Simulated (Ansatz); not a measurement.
# F₂GaHO: one species, many methods

How much do the methods differ for F₂GaHO? The plan is to run it at one geometry with functionals of several rungs and with coupled cluster, and see how far each lands from CCSD(T) at the basis-set limit for the atomisation energy.

Computed with Ansatz 0.2.0, Gaussian basis. Level: functionals in def2-TZVPP, the program's frozen cores in correlated methods.

Levels to be run: LDA (SPW92), PBE-D4, revPBE-D4, BLYP-D4, r2SCAN-D4, B97M-V, PBE0-D4, B3LYP-D4, r2SCANh-D4, r2SCAN0-D4, HSE06-D4, BHLYP-D4, CAM-B3LYP-D4, LC-ωPBE, ωB97X-V, ωB97M-V, B2PLYP, PBE-QIDH; CCSD(T)/def2-SVP; CCSD(T)/def2-TZVPP; MP2/def2-QZVPP; extrapolation to the limit; RPA on PBE.

## 1. The relaxed structure

All runs share one geometry, relaxed beforehand with PBE0-D4 in a triple-zeta def2 set.

SMILES `[OH][Ga]([F])[F]`, 5 atoms, charge 0, spin multiplicity 1.

Atoms are counted from 1 here; the program's logs count them from 0.

Bond lengths: O1–Ga2 1.757 Å, O1–H5 0.961 Å, Ga2–F3 1.728 Å, Ga2–F4 1.738 Å. Angles: Ga2–O1–H5 112.9°, O1–Ga2–F3 120.8°, O1–Ga2–F4 122.1°, F3–Ga2–F4 117.1°.

## 2. LDA

This LDA is Slater exchange with PW92 correlation.

Contents of in.yaml:

```yaml
crystal:
  periodic: [false, false, false]
  atoms:
    - {symbol: O, position_ang: [0.021227, 1.334424, 0.084289]}
    - {symbol: Ga, position_ang: [0.186123, -0.415058, 0.103773]}
    - {symbol: F, position_ang: [1.433421, -1.176672, 1.026604]}
    - {symbol: F, position_ang: [-0.882683, -1.452130, -0.791940]}
    - {symbol: H, position_ang: [-0.708088, 1.635835, -0.464227]}
basis:
  gaussian: {orbitals: def2-TZVPP}
hamiltonian: {xc: lda}
output: {orbitals: {seedname: orbitals}}
```

On the command line:

```
$ ansatz run in.yaml --threads 4 --pin off --events-out ev --progress --plain --max-ram 10444MiB
```

Further steps of the session: PBE-D4 (GGA); revPBE-D4 (GGA); BLYP-D4 (GGA); r2SCAN-D4 (meta-GGA); B97M-V (meta-GGA); B3LYP-D4 (hybrid); r2SCANh-D4 (hybrid); r2SCAN0-D4 (hybrid); HSE06-D4 (hybrid); BHLYP-D4 (hybrid); CAM-B3LYP-D4 (range-separated); LC-ωPBE (range-separated); ωB97X-V (range-separated); ωB97M-V (range-separated); B2PLYP (double hybrid); PBE-QIDH (double hybrid); CCSD(T) in def2-SVP; CCSD(T) in def2-TZVPP; MP2 in def2-QZVPP; RPA on PBE orbitals.

**Question.** What will the summary of the whole plan be? Wanted: atomisation energy, CCSD(T)/CBS; farthest beyond LDA; mean size of error, GGA; mean size of error, meta-GGA; mean size of error, hybrid; mean size of error, range-separated; mean size of error, double hybrid; gap, smallest and largest; T1 diagnostic.

As calculated:

| quantity | value |
| --- | --- |
| atomisation energy, CCSD(T)/CBS | 1792.2 kJ/mol |
| functionals within 17.9 kJ/mol (1.0 %) | PBE-D4, r2SCAN-D4, LC-ωPBE, ωB97X-V |
| farthest beyond LDA | BHLYP-D4 (-152.7 kJ/mol) |
| mean size of error, GGA | 34.5 kJ/mol |
| mean size of error, meta-GGA | 21.7 kJ/mol |
| mean size of error, hybrid | 75.1 kJ/mol |
| mean size of error, range-separated | 19.5 kJ/mol |
| mean size of error, double hybrid | 37.4 kJ/mol |
| gap, smallest and largest | 5.35 eV (BLYP-D4), 13.50 eV (LC-ωPBE) |
| T1 diagnostic | 0.0145 |
| triples share of the correlation energy | 3.2 % |

What this shows: LDA overbinds by 302.1 kJ/mol (17 %). PBE-D4 is off by +16.0 kJ/mol. Double hybrids carry the basis error of their MP2 part in triple zeta, and no dispersion term here, so their miss is partly the set-up's. Taken by rung, range-separated functionals do best (19.5 kJ/mol on average) and hybrid ones worst beyond LDA (75.1 kJ/mol). The gap between the best rungs is small, so their order is not settled. The mean of the hybrids holds BHLYP, with half exact exchange. The reference freezes the cores and leaves out relativity and excitations past (T), and its outer-core shells are covered unevenly, so misses under about 17.9 kJ/mol can't be ranked. Hartree-Fock recovers 67 % of the binding; the rest is correlation. CCSD(T) in def2-SVP is off by -128.3 kJ/mol, worse than the median functional, from the basis alone. Orbital gaps span 5.3 to 13.5 eV; exact exchange widens them. Correlated methods include outer-core shells of Ga, which these sets cover unevenly.
